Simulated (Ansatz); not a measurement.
I need a single point in a Gaussian basis of B₂H₅O₂Si, SMILES BOBO[SiH2]. Use the Ansatz DFT code, driven from Python. Use: r2SCAN, 6-31G basis, multiplicity 2, D3BJ dispersion.

```xyz
10

B    -2.0791   -0.5263   -0.3200
O    -0.7571   -0.8954    0.1860
B    -0.0615    0.3712    0.4234
O     0.7494    0.9769   -0.6343
Si    2.3385    0.3560   -0.4132
H    -2.2626   -0.4300   -1.4839
H    -2.9846   -0.3931    0.4284
H    -0.1524    0.9061    1.4751
H     2.3454   -1.1078   -0.5681
H     2.8640    0.7423    0.9065
```

`run_energy.py`:
```python
# -*- coding: utf-8 -*-
import logging
import sys

import ansatz as az
import numpy as np

logging.basicConfig(stream=sys.stdout, format="%(levelname)s %(message)s")
log = logging.getLogger("calc")
log.setLevel(logging.INFO)

geometry = (
    az.Crystal.molecule()
    .atom("B", [-2.0791, -0.5263, -0.32])
    .atom("O", [-0.7571, -0.8954, 0.186])
    .atom("B", [-0.0615, 0.3712, 0.4234])
    .atom("O", [0.7494, 0.9769, -0.6343])
    .atom("Si", [2.3385, 0.356, -0.4132])
    .atom("H", [-2.2626, -0.43, -1.4839])
    .atom("H", [-2.9846, -0.3931, 0.4284])
    .atom("H", [-0.1524, 0.9061, 1.4751])
    .atom("H", [2.3454, -1.1078, -0.5681])
    .atom("H", [2.864, 0.7423, 0.9065])
)

setup = geometry.calculation()
setup = setup.basis(gaussian="6-31G")
setup = setup.functional("r2SCAN", dispersion="d3bj")
setup = setup.spin("collinear", total=1).forces()
try:
    r = setup.run(threads=1).report
except az.AnsatzError as error:
    sys.exit(f"{type(error).__name__}: {error}")

log.info("reference energy %16.6f eV" % r["reference_energy_ev"])
log.info("total energy     %16.6f eV" % r["free_energy_ev"])
print("occupied (up, down):", r["n_occupied"], " virtual:", r["n_virtual"], " frozen:", r["n_frozen"])

state = r["mean_field"]["state"]
log.info(f"mean field: {state['energy']['hartree']:.7f} Ha, <S^2> = {abs(state['spin_squared']):.4f}, stability: {state.get('stability', {}).get('kind')}")

symbols = [site.symbol for site in geometry.cartesian_sites]
log.info("forces (eV/A)")
for symbol, f in zip(symbols, r["forces_ev_ang"]):
    log.info(f"  {symbol:2s} {f[0]:9.4f} {f[1]:9.4f} {f[2]:9.4f}")

charges = r["charge_distribution"]
print("dipole moment", round(4.803205 * float(np.linalg.norm(charges["dipole_moment_e_ang"])), 3), "D")
print("Mulliken:", [(s, round(q, 3)) for s, q in zip(symbols, charges["mulliken_charges_e"])])
```

Output of `python run_energy.py`:
```text
DeckWarning: the engine holds no damping parameters fitted to this dispersion correction and functional, so the run takes those fitted to r2scan beside the three-body term, which d3bj leaves out (hamiltonian.dispersion, under Limitations)
INFO reference energy    -13399.467450 eV
INFO total energy        -13399.521281 eV
occupied (up, down): [23, 22]  virtual: [36, 37]  frozen: 0
INFO mean field: -492.4213463 Ha, <S^2> = 0.7522, stability: minimum
INFO forces (eV/A)
INFO   B     0.8345   -1.3206    0.2823
INFO   O    -0.7644    2.7794   -0.5342
INFO   B     0.3143   -0.6084   -1.4303
INFO   O    -2.1568   -0.8543    1.6581
INFO   Si    1.4600    0.1210   -0.7768
INFO   H     0.1657    0.0538   -0.3771
INFO   H    -0.1272    0.1276    0.4356
INFO   H     0.0040    0.1305    0.2204
INFO   H     0.0247   -0.6581   -0.1095
INFO   H     0.2454    0.2291    0.6315
dipole moment 1.062 D
Mulliken: [('B', 0.375), ('O', -0.606), ('B', 0.594), ('O', -0.719), ('Si', 0.621), ('H', -0.03), ('H', -0.038), ('H', -0.012), ('H', -0.086), ('H', -0.099)]
```
(Warnings from the package without file and line.)

These settings explore the input space; basis and method may be short of convergence. The geometry is a force-field or estimated start, not a minimum of this method, and the basis set is short of its limit. The species is open-shell (spin multiplicity 2). Total less reference energy is the dispersion correction. A dispersion term here runs with damping parameters fitted for another variant or functional. Run time: 3.9 s on 1 thread of Intel(R) Xeon(R) 6975P-C (Granite Rapids), with other jobs on the host, peak memory 0.26 GiB.

(A comment or docstring line of the script was reworded after the run, the code is as it ran; lines on the test bed's own set-up are left out of the output.)
